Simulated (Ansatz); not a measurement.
BaCa3O4 under changes of volume

One of the cells (16.662 Å³/atom); the others are scaled copies at fixed shape and fractional positions:

```
Ba Ca O
1.0
     5.10825    0.00000    0.00000
     0.00000    5.10825    0.00000
     0.00000    0.00000    5.10825
Ba Ca O
1 3 4
Direct
  0.50000 0.50000 0.50000
  0.50000 0.00000 0.00000
  0.00000 0.50000 0.00000
  0.00000 0.00000 0.50000
  0.00000 0.50000 0.50000
  0.50000 0.00000 0.50000
  0.50000 0.50000 0.00000
  0.00000 0.00000 0.00000
```

The cell comes from a database or a generator and needn't be the stable form of this composition.

- Program: Ansatz 0.2.0
- Functional: PBE
- Potentials or basis: Ansatz PAW
- Cutoff: 420 eV (not typed: the program's choice for these potentials)
- k mesh: 5 × 5 × 5
- Occupations: fermi-dirac, width 0.05 eV
- Spin: no spin polarisation

```csv
volume (Å³/atom),energy over the lowest point (meV/atom),pressure (GPa),gap on the mesh (eV)
15.662,9.85,4.5,2.19
15.995,?,?,?
16.329,0.00,0.3,2.35
16.662,1.14,-1.4,2.42
16.995,5.82,-3.0,2.48
17.328,13.58,-4.4,2.53
17.662,24.15,-5.7,2.58
```

Q: What does the run at 15.995 Å³/atom give?

A: Energy over the lowest point 2.76 meV/atom; pressure 2.3 GPa; gap on the mesh 2.27 eV.

Worked out: A Birch-Murnaghan fit of order 3 (a polynomial in V^(-2/3)) to the other rows has its minimum at 16.39 Å³/atom with B0 = V·E''(V) = 90 GPa and B' = 4.6. It gives 2.73 meV/atom at 15.995 Å³/atom, against the run's 2.76, and -dE/dV = 2.3 GPa, against 2.3. A parabola through the other rows of the gap, of slope 3.85 eV per unit of ln V (its deformation potential) there, gives 2.27 eV, against the run's 2.27.

Energies are extrapolated to zero smearing.

Caveats: odd divisions of the mesh miss points on the zone boundary, where band edges often lie, so the gap on the mesh can be too wide; spin-orbit coupling is left out, which moves the levels of the heavy elements.

A mesh can miss the band edges.
